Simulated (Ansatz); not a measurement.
# CdTe, space group F-43m: cell relaxations under several functionals

Program: the Ansatz DFT code, driven from Python.

Input file `cdte.cif`:
```cif
data_CdTe
_cell_length_a 4.532554
_cell_length_b 4.532554
_cell_length_c 4.532554
_cell_angle_alpha 60.00000
_cell_angle_beta 60.00000
_cell_angle_gamma 60.00000
_symmetry_space_group_name_H-M 'P 1'
_symmetry_Int_Tables_number 1
loop_
_symmetry_equiv_pos_as_xyz
'x, y, z'
loop_
_atom_site_label
_atom_site_type_symbol
_atom_site_fract_x
_atom_site_fract_y
_atom_site_fract_z
Cd1 Cd    0.000000    0.000000    0.000000
Te2 Te    0.250000    0.250000    0.250000
```

`run_lattice.py`:
```python
import ansatz as az
from ase.io import read
import numpy as np

def edges_and_angles(cell):
    cell = np.asarray(cell)
    a, b, c = np.linalg.norm(cell, axis=1)
    cosines = cell[1] @ cell[2] / (b * c), cell[0] @ cell[2] / (a * c), cell[0] @ cell[1] / (a * b)
    return (a, b, c, *np.degrees(np.arccos(cosines)))

atoms = read("cdte.cif")
cell = az.Crystal.from_ase(atoms)

job = (
    cell.calculation()
    .basis(510)
    .occupations(az.OccupationsMethod.FIXED)
    .kpoints(mesh=(6, 6, 6), center="gamma")
    .relax(cell=True)
)

levels = [("pbe", "d4"), ("r2scan", "none"), ("r2scan", "rvv10")]
print("level            a       b       c    alpha   beta  gamma  V/atom  steps")
for name, dispersion in levels:
    seen = []
    run = job.functional(name, dispersion=dispersion).session().plan()
    outcome = run.execute(on_event=lambda e: seen.append(e) if e["event"] == "relax_step" else None)
    cell = outcome.lattice.cell_ang
    label = name if dispersion == "none" else f"{name}+{dispersion}"
    print("{:13s} {:7.4f} {:7.4f} {:7.4f} {:6.2f} {:6.2f} {:6.2f}".format(label, *edges_and_angles(cell)), f"{abs(np.linalg.det(cell)) / len(outcome.lattice.sites):7.3f} {len(seen):5d}")
```

Output of `python run_lattice.py`:
```text
level            a       b       c    alpha   beta  gamma  V/atom  steps
pbe+d4         4.6069  4.6069  4.6069  60.00  60.00  60.00  34.570     5
r2scan         4.6362  4.6362  4.6362  60.00  60.00  60.00  35.233     5
r2scan+rvv10   4.6083  4.6083  4.6083  60.00  60.00  60.00  34.600     5
```

From smallest to largest: PBE+D4 (34.57 Å³ an atom, +5.0 % against the start), r2SCAN+RVV10 (34.60 Å³ an atom, +5.1 % against the start) and r2SCAN (35.23 Å³ an atom, +7.0 % against the start). The spread is 1.9 % in volume.

Reading the output:
- Forces vanish by symmetry, so the ions can't move, and the end may be a saddle.
- Edges and angles are those of the cell as typed, here a primitive one, not of the conventional cell.
- Of the deposited cell: the entry's cell lengths or inner coordinates differ somewhat from later room-temperature determinations.
- The starting cell is as deposited in a crystallographic database; the results hold for this polymorph, which needn't be the stable one.
- It ran for 88 s on 1 thread of Arm Neoverse V2 (shared host), peak memory 0.78 GiB.
